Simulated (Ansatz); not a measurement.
# C2H6Cl2Sn (dimethyltin dichloride), step by step

Aim: a structure relaxation (singlet C2H6Cl2Sn, HF/STO-3G), then vibrational wavenumbers (singlet C2H6Cl2Sn, HF/STO-3G), then the energy (doublet C2H6Cl2Sn+, UHF/STO-3G), then a structure relaxation (doublet C2H6Cl2Sn+, UHF/STO-3G), then a structure relaxation (singlet C2H6Cl2Sn, HF/3-21G), then the harmonic vibrations (singlet C2H6Cl2Sn, HF/3-21G) of C2H6Cl2Sn. 

The results are computed with Ansatz 0.2.0.

### Step 1. Starting point

C2H6Cl2Sn has 11 atoms, charge 0, and is taken as a singlet. As SMILES, `[CH3][Sn]([CH3])([Cl])[Cl]`. The coordinates come from a PBE0-D4/def2-TZVP relaxation. The run starts from this shape.

Bond lengths: C1–Sn2 2.121 Å, Sn2–C3 2.121 Å, Sn2–Cl4 2.334 Å, Sn2–Cl5 2.334 Å, C1–H6 1.090 Å, C1–H7 1.089 Å, C1–H8 1.090 Å, C3–H9 1.089 Å, C3–H10 1.090 Å, C3–H11 1.090 Å. Some angles: C1–Sn2–C3 121.7°, C1–Sn2–Cl4 107.1°, C1–Sn2–Cl5 107.1°, C3–Sn2–Cl4 107.1°, C3–Sn2–Cl5 107.1°, Cl4–Sn2–Cl5 105.8°, Sn2–C1–H6 109.6°, Sn2–C1–H7 108.3°, Sn2–C1–H8 109.6°, Sn2–C3–H9 108.3°.

### Step 2. A geometry optimisation at HF/STO-3G (start density atoms) (run 1)

job.yaml

```yaml
basis:
  gaussian:
    orbitals: STO-3G
crystal:
  periodic: [false, false, false]
  atoms:
    - {symbol: C, position_ang: [-1.855950, 0.332740, 0.268570]}
    - {symbol: Sn, position_ang: [0.151740, 0.391120, -0.411580]}
    - {symbol: C, position_ang: [1.625690, -0.926190, 0.355920]}
    - {symbol: Cl, position_ang: [0.100950, 0.090120, -2.725990]}
    - {symbol: Cl, position_ang: [0.929360, 2.565330, -0.068370]}
    - {symbol: H, position_ang: [-1.884920, 0.537120, 1.338620]}
    - {symbol: H, position_ang: [-2.419980, 1.095440, -0.266330]}
    - {symbol: H, position_ang: [-2.281840, -0.649530, 0.065130]}
    - {symbol: H, position_ang: [2.570780, -0.706420, -0.138530]}
    - {symbol: H, position_ang: [1.728580, -0.772960, 1.429950]}
    - {symbol: H, position_ang: [1.335570, -1.956770, 0.152620]}
hamiltonian:
  xc: hf
relax:
  f_tol: 0.002
output:
  orbitals: {seedname: orbitals}
```

The run is started by

```
ansatz run job.yaml --threads 1 --pin off --max-ram 3480MiB --events-out events.jsonl --progress --plain --runs-dir runs
```

The log of the run:

```text
Warning: RAYON_NUM_THREADS=1 ignored (pool sized by the plan → 1); use --threads N
The last accepted step is kept in runs//last_step.txt (removed where the run ends without a failure and the disk answers)
[... 56 lines left out ...]
Total energy: -189145.47832992 eV, -6950.9681212146 hartree
[... 11 lines left out ...]
Dipole moment:    -0.223892    -0.577064     0.607133 e Å
```

Run time: 25 s. Hardware: 1 thread of Arm Neoverse V1, shared host; peak memory 0.17 GiB.

Step by step:

| step | energy from the first frame kept (eV) | largest force (eV/Å) |
| --- | --- | --- |
| 1 | 0.0000 | 0.8339 |
| 2 | -0.0606 | 0.6129 |
| 3 | -0.0784 | 0.2010 |
| 4 | -0.0796 | 0.0304 |
| 5 | -0.0799 | 0.0050 |
| 6 | -0.0799 | 0.0292 |
| 7 | -0.0799 | 0.0008 |

After the run. Bond lengths: C1–Sn2 2.097 Å, Sn2–C3 2.097 Å, Sn2–Cl4 2.316 Å, Sn2–Cl5 2.316 Å, C1–H6 1.082 Å, C1–H7 1.081 Å, C1–H8 1.082 Å, C3–H9 1.081 Å, C3–H10 1.082 Å, C3–H11 1.082 Å. Some angles: C1–Sn2–C3 116.3°, C1–Sn2–Cl4 108.6°, C1–Sn2–Cl5 108.5°, C3–Sn2–Cl4 108.6°, C3–Sn2–Cl5 108.6°, Cl4–Sn2–Cl5 105.8°, Sn2–C1–H6 111.3°, Sn2–C1–H7 111.7°, Sn2–C1–H8 111.3°, Sn2–C3–H9 111.7°.

### Step 3. Vibrational wavenumbers at HF/STO-3G (start density atoms) (run 2)

input.yaml

```yaml
basis:
  gaussian:
    orbitals: STO-3G
crystal:
  periodic: [false, false, false]
  atoms:
    - {symbol: C, position_ang: [-1.788350, 0.311919, 0.266732]}
    - {symbol: Sn, position_ang: [0.171782, 0.442759, -0.465837]}
    - {symbol: C, position_ang: [1.560603, -0.898910, 0.350859]}
    - {symbol: Cl, position_ang: [0.121653, 0.144564, -2.761839]}
    - {symbol: Cl, position_ang: [0.943068, 2.599678, -0.125439]}
    - {symbol: H, position_ang: [-1.823017, 0.490815, 1.333176]}
    - {symbol: H, position_ang: [-2.439783, 1.035462, -0.204125]}
    - {symbol: H, position_ang: [-2.210751, -0.668090, 0.088780]}
    - {symbol: H, position_ang: [2.544656, -0.764935, -0.077247]}
    - {symbol: H, position_ang: [1.652481, -0.767984, 1.420870]}
    - {symbol: H, position_ang: [1.267639, -1.925278, 0.174080]}
hamiltonian:
  xc: hf
phonons:
  temperatures: {t_min: 298.15, t_max: 298.15, t_step: 1}
```

The run is started by

```
ansatz run input.yaml --threads 1 --pin off --max-ram 3480MiB --events-out events.jsonl --progress --plain --runs-dir runs
```

The log of the run:

```text
Warning: RAYON_NUM_THREADS=1 ignored (pool sized by the plan → 1); use --threads N
[... 357 lines left out ...]
Total energy: -189145.47831354 eV, -6950.9681206125 hartree
[... 11 lines left out ...]
Dipole moment:    -0.223892    -0.577064     0.607131 e Å
Vibrations: 61.67 63.36 129.25 142.56 160.19 169.41 170.14 426.02 441.45 612.39 630.97 929.96 939.11 970.18 992.54 1635.37 1640.24 1843.31 1843.76 1845.01 1846.33 3570.59 3570.70 3749.25 3749.30 3753.90 3754.34 cm⁻¹, zero-point energy 2.457447 eV
```

Wall time 2.8 min (1 thread of Arm Neoverse V1, shared host); peak memory 0.16 GiB.

### Step 4. The doublet cation: a single-point energy at UHF/STO-3G (start density atoms) (run 3)

job.yaml

```yaml
crystal:
  periodic: [false, false, false]
  atoms:
    - {symbol: C, position_ang: [-1.788350, 0.311919, 0.266732]}
    - {symbol: Sn, position_ang: [0.171782, 0.442759, -0.465837]}
    - {symbol: C, position_ang: [1.560603, -0.898910, 0.350859]}
    - {symbol: Cl, position_ang: [0.121653, 0.144564, -2.761839]}
    - {symbol: Cl, position_ang: [0.943068, 2.599678, -0.125439]}
    - {symbol: H, position_ang: [-1.823017, 0.490815, 1.333176]}
    - {symbol: H, position_ang: [-2.439783, 1.035462, -0.204125]}
    - {symbol: H, position_ang: [-2.210751, -0.668090, 0.088780]}
    - {symbol: H, position_ang: [2.544656, -0.764935, -0.077247]}
    - {symbol: H, position_ang: [1.652481, -0.767984, 1.420870]}
    - {symbol: H, position_ang: [1.267639, -1.925278, 0.174080]}
basis:
  gaussian: {orbitals: STO-3G}
total_charge: 1
magnetization: {spin_polarized: true, initial_magnetization: 1}
hamiltonian: {xc: hf}
```

The run is started by

```
ansatz run job.yaml --threads 1 --pin off --max-ram 3480MiB --events-out events.jsonl --progress --plain --runs-dir runs
```

The log of the run:

```text
Warning: RAYON_NUM_THREADS=1 ignored (pool sized by the plan → 1); use --threads N
Functional definition: HF
  name "HF"
  exchange = exact_x
  correlation = 0
775 factors; integrals over basis functions are off by at most 2.6e-5 eV
mean field evaluation 1: about -189133.0423 eV, gradient 1.5e1 eV
mean field evaluation 2: about -189133.1143 eV, gradient 1.5e1 eV
mean field evaluation 4: about -189136.1338 eV, gradient 1.4e0 eV
mean field evaluation 8: about -189136.1787 eV, gradient 3.1e-2 eV
mean field evaluation 16: about -189136.1762 eV, gradient 6.2e-4 eV
mean field evaluation 32: about -189136.1802 eV, gradient 4.0e-4 eV
mean field evaluation 64: about -189135.0539 eV, gradient 7.8e0 eV
mean field evaluation 96: about -189136.3631 eV, gradient 2.9e-6 eV
mean field evaluation 128: about -189136.3653 eV, gradient 1.9e-2 eV
mean field evaluation 160: about -189134.4161 eV, gradient 1.9e0 eV
mean field evaluation 192: about -189135.7477 eV, gradient 1.7e0 eV
mean field evaluation 224: about -189136.1052 eV, gradient 1.1e0 eV
mean field evaluation 256: about -189136.2489 eV, gradient 5.7e-1 eV
mean field evaluation 288: about -189135.3738 eV, gradient 1.4e0 eV
mean field evaluation 320: about -189134.8560 eV, gradient 3.0e0 eV
mean field evaluation 352: about -189136.1762 eV, gradient 8.0e-4 eV
mean field -189136.36313555 eV, -6950.6331440001 hartree, gradient 4.5e-6 eV, S^2 0.754581; 9 other end points of the search recorded, 0 dependent functions left out
reference -189136.36313555 eV, -6950.6331440001 hartree; 51, 50 occupied and 10, 11 virtual orbitals, 775 factors
Total energy: -189136.36313555 eV, -6950.6331440001 hartree
```

Run time: 32 s. Hardware: 1 thread of Arm Neoverse V1, shared host; peak memory 0.25 GiB.

### Step 5. The doublet cation: a geometry optimisation at UHF/STO-3G (start density atoms) (run 4)

Changes to input.yaml since step 3:

```diff
@@ -1,4 +1 @@
-basis:
-  gaussian:
-    orbitals: STO-3G
 crystal:
@@ -17,5 +14,7 @@
     - {symbol: H, position_ang: [1.267639, -1.925278, 0.174080]}
-hamiltonian:
-  xc: hf
-phonons:
-  temperatures: {t_min: 298.15, t_max: 298.15, t_step: 1}
+basis:
+  gaussian: {orbitals: STO-3G}
+relax: {}
+magnetization: {spin_polarized: true, initial_magnetization: 1}
+total_charge: 1
+hamiltonian: {xc: hf}
```

The run is started by

```
ansatz run input.yaml --threads 1 --pin off --max-ram 3480MiB --events-out events.jsonl --progress --plain --runs-dir runs
```

The log of the run:

```text
Warning: RAYON_NUM_THREADS=1 ignored (pool sized by the plan → 1); use --threads N
[... 1 set-up line as earlier in the session ...]
[... 67 lines left out ...]
Total energy: -189137.22634735 eV, -6950.6648664486 hartree
[... 11 lines left out ...]
Dipole moment:    -0.296834    -0.820483     0.007784 e Å
```

Wall time 95 s (1 thread of Arm Neoverse V1, shared host); peak memory 0.27 GiB.

The path in brief:

| step | energy from the first frame kept (eV) | largest force (eV/Å) |
| --- | --- | --- |
| 1 | 0.0000 | 4.8973 |
| 2 | -0.6478 | 0.9172 |
| 3 | -0.8203 | 0.7465 |
| 4 | -0.8540 | 0.4618 |
| 5 | -0.8627 | 0.0401 |
| 6 | -0.8629 | 0.0097 |

After the run. Bond lengths: C1–Sn2 2.089 Å, Sn2–C3 2.089 Å, Sn2–Cl4 2.719 Å, Sn2–Cl5 2.279 Å, C1–H6 1.084 Å, C1–H7 1.083 Å, C1–H8 1.083 Å, C3–H9 1.083 Å, C3–H10 1.084 Å, C3–H11 1.083 Å. Some angles: C1–Sn2–C3 127.2°, C1–Sn2–Cl4 95.8°, C1–Sn2–Cl5 115.0°, C3–Sn2–Cl4 95.8°, C3–Sn2–Cl5 115.0°, Cl4–Sn2–Cl5 94.9°, Sn2–C1–H6 110.1°, Sn2–C1–H7 111.7°, Sn2–C1–H8 111.4°, Sn2–C3–H9 111.7°.

### Step 6. A structure relaxation at HF/3-21G (start density atoms) (run 5)

job.yaml

```yaml
crystal:
  periodic: [false, false, false]
  atoms:
    - {symbol: C, position_ang: [-1.855950, 0.332740, 0.268570]}
    - {symbol: Sn, position_ang: [0.151740, 0.391120, -0.411580]}
    - {symbol: C, position_ang: [1.625690, -0.926190, 0.355920]}
    - {symbol: Cl, position_ang: [0.100950, 0.090120, -2.725990]}
    - {symbol: Cl, position_ang: [0.929360, 2.565330, -0.068370]}
    - {symbol: H, position_ang: [-1.884920, 0.537120, 1.338620]}
    - {symbol: H, position_ang: [-2.419980, 1.095440, -0.266330]}
    - {symbol: H, position_ang: [-2.281840, -0.649530, 0.065130]}
    - {symbol: H, position_ang: [2.570780, -0.706420, -0.138530]}
    - {symbol: H, position_ang: [1.728580, -0.772960, 1.429950]}
    - {symbol: H, position_ang: [1.335570, -1.956770, 0.152620]}
basis:
  gaussian:
    orbitals: 3-21G.json
hamiltonian:
  xc: hf
relax:
  f_tol: 0.002
output: {orbitals: {seedname: orbitals}}
```

The basis set 3-21G is read from a file made from the Basis Set Exchange's data (not shown).

The run is started by

```
ansatz run job.yaml --threads 1 --pin off --max-ram 3480MiB --events-out events.jsonl --progress --plain --runs-dir runs
```

The log of the run:

```text
Warning: RAYON_NUM_THREADS=1 ignored (pool sized by the plan → 1); use --threads N
[... 1 set-up line as earlier in the session ...]
[... 62 lines left out ...]
Total energy: -190213.63047801 eV, -6990.2219886374 hartree
[... 11 lines left out ...]
Dipole moment:    -0.309413    -0.797507     0.838766 e Å
```

Run time: 39 s. Hardware: 1 thread of Arm Neoverse V1, shared host; peak memory 0.26 GiB.

Steps, from the record of the run:

| step | energy from the first frame kept (eV) | largest force (eV/Å) |
| --- | --- | --- |
| 1 | 0.0000 | 1.4288 |
| 2 | -0.1085 | 0.4775 |
| 3 | -0.1394 | 0.0708 |
| 4 | -0.1394 | 0.0816 |
| 5 | -0.1402 | 0.0089 |
| 6 | -0.1402 | 0.0134 |
| 7 | -0.1402 | 0.0134 |
| 8 | -0.1402 | 0.0003 |

After the run. Bond lengths: C1–Sn2 2.144 Å, Sn2–C3 2.144 Å, Sn2–Cl4 2.420 Å, Sn2–Cl5 2.420 Å, C1–H6 1.084 Å, C1–H7 1.083 Å, C1–H8 1.084 Å, C3–H9 1.083 Å, C3–H10 1.084 Å, C3–H11 1.084 Å. Some angles: C1–Sn2–C3 122.2°, C1–Sn2–Cl4 106.9°, C1–Sn2–Cl5 106.9°, C3–Sn2–Cl4 106.9°, C3–Sn2–Cl5 106.9°, Cl4–Sn2–Cl5 105.9°, Sn2–C1–H6 110.3°, Sn2–C1–H7 109.4°, Sn2–C1–H8 110.3°, Sn2–C3–H9 109.4°.

### Step 7. The harmonic vibrations at HF/3-21G (start density atoms) (run 6)

in.yaml

```yaml
crystal:
  periodic: [false, false, false]
  atoms:
    - symbol: C
      position_ang: [-1.881479, 0.337013, 0.272159]
    - symbol: Sn
      position_ang: [0.150578, 0.388121, -0.408143]
    - symbol: C
      position_ang: [1.647938, -0.938948, 0.360929]
    - symbol: Cl
      position_ang: [0.097880, 0.075367, -2.807703]
    - symbol: Cl
      position_ang: [0.956475, 2.642235, -0.050397]
    - symbol: H
      position_ang: [-1.927362, 0.539048, 1.335985]
    - symbol: H
      position_ang: [-2.455969, 1.091313, -0.251320]
    - symbol: H
      position_ang: [-2.319758, -0.634535, 0.075541]
    - symbol: H
      position_ang: [2.594581, -0.733986, -0.123733]
    - symbol: H
      position_ang: [1.764448, -0.796375, 1.428988]
    - symbol: H
      position_ang: [1.372647, -1.969253, 0.167704]
basis:
  gaussian:
    orbitals: 3-21G.json
hamiltonian:
  xc: hf
phonons:
  temperatures:
    t_min: 298.15
    t_max: 298.15
    t_step: 1
magnetization:
  spin_polarized: false
```

The basis set 3-21G is read from a file made from the Basis Set Exchange's data (not shown).

The run is started by

```
ansatz run in.yaml --threads 1 --pin off --max-ram 3480MiB --events-out events.jsonl --progress --plain --runs-dir runs
```

The log of the run:

```text
Warning: RAYON_NUM_THREADS=1 ignored (pool sized by the plan → 1); use --threads N
[... 357 lines left out ...]
Total energy: -190213.63049133 eV, -6990.2219891267 hartree
[... 11 lines left out ...]
Dipole moment:    -0.309413    -0.797509     0.838766 e Å
Vibrations: 79.31 83.18 109.61 122.11 136.41 142.52 148.32 354.89 365.40 575.09 608.14 849.56 859.10 901.60 917.02 1444.76 1450.98 1618.33 1620.95 1622.34 1627.81 3198.84 3199.61 3281.40 3281.72 3289.53 3289.88 cm⁻¹, zero-point energy 2.180782 eV
```

Wall time 3.8 min (1 thread of Arm Neoverse V1, shared host); peak memory 0.25 GiB.

### Step 8. Summary of results

| quantity | value |
| --- | --- |
| run 1, HF/STO-3G: total energy at the end | -6950.96812 Eh |
| run 1, HF/STO-3G: dipole moment | 4.16 D |
| run 1, HF/STO-3G: HOMO energy | -9.77 eV |
| run 1, HF/STO-3G: LUMO energy | 7.42 eV |
| run 1, HF/STO-3G: HOMO–LUMO gap | 17.19 eV |
| run 2, HF/STO-3G: largest force on an atom | 0.001 eV/Å |
| run 2, HF/STO-3G: lowest harmonic wavenumber | 62 cm⁻¹ |
| run 2, HF/STO-3G: highest harmonic wavenumber | 3754 cm⁻¹ |
| run 2, HF/STO-3G: zero-point energy | 237.1 kJ/mol |
| doublet cation, run 3: total energy | -6950.63314 Eh |
| doublet cation, run 3: ⟨S²⟩ | 0.755 |
| doublet cation, run 4: total energy at the end | -6950.66487 Eh |
| doublet cation, run 4: ⟨S²⟩ | 0.751 |
| run 5, HF/3-21G: total energy at the end | -6990.22199 Eh |
| run 5, HF/3-21G: dipole moment | 5.75 D |
| run 5, HF/3-21G: HOMO energy | -11.60 eV |
| run 5, HF/3-21G: LUMO energy | 2.31 eV |
| run 5, HF/3-21G: HOMO–LUMO gap | 13.91 eV |
| run 6, HF/3-21G: largest force on an atom | 0.000 eV/Å |
| run 6, HF/3-21G: lowest harmonic wavenumber | 79 cm⁻¹ |
| run 6, HF/3-21G: highest harmonic wavenumber | 3290 cm⁻¹ |
| run 6, HF/3-21G: zero-point energy | 210.4 kJ/mol |
| vertical ionisation energy (to the doublet cation) | 9.115 eV |
| adiabatic ionisation energy (to the doublet cation, no zero-point term) | 8.252 eV |

What this shows: The vertical ionisation energy comes to 9.12 eV (210 kcal/mol). In a minimal basis such a difference can be off by several eV, whatever the method. The adiabatic ionisation energy (to the doublet cation, no zero-point term) is 8.25 eV (190 kcal/mol). The optimisation (run 1, HF/STO-3G) took 6 steps and changed the energy by -0.080 eV. Relativity is left out (run 1, HF/STO-3G) although the molecule holds a heavy atom. All 27 modes (run 2, HF/STO-3G) are real, so the shape is a minimum at this level.
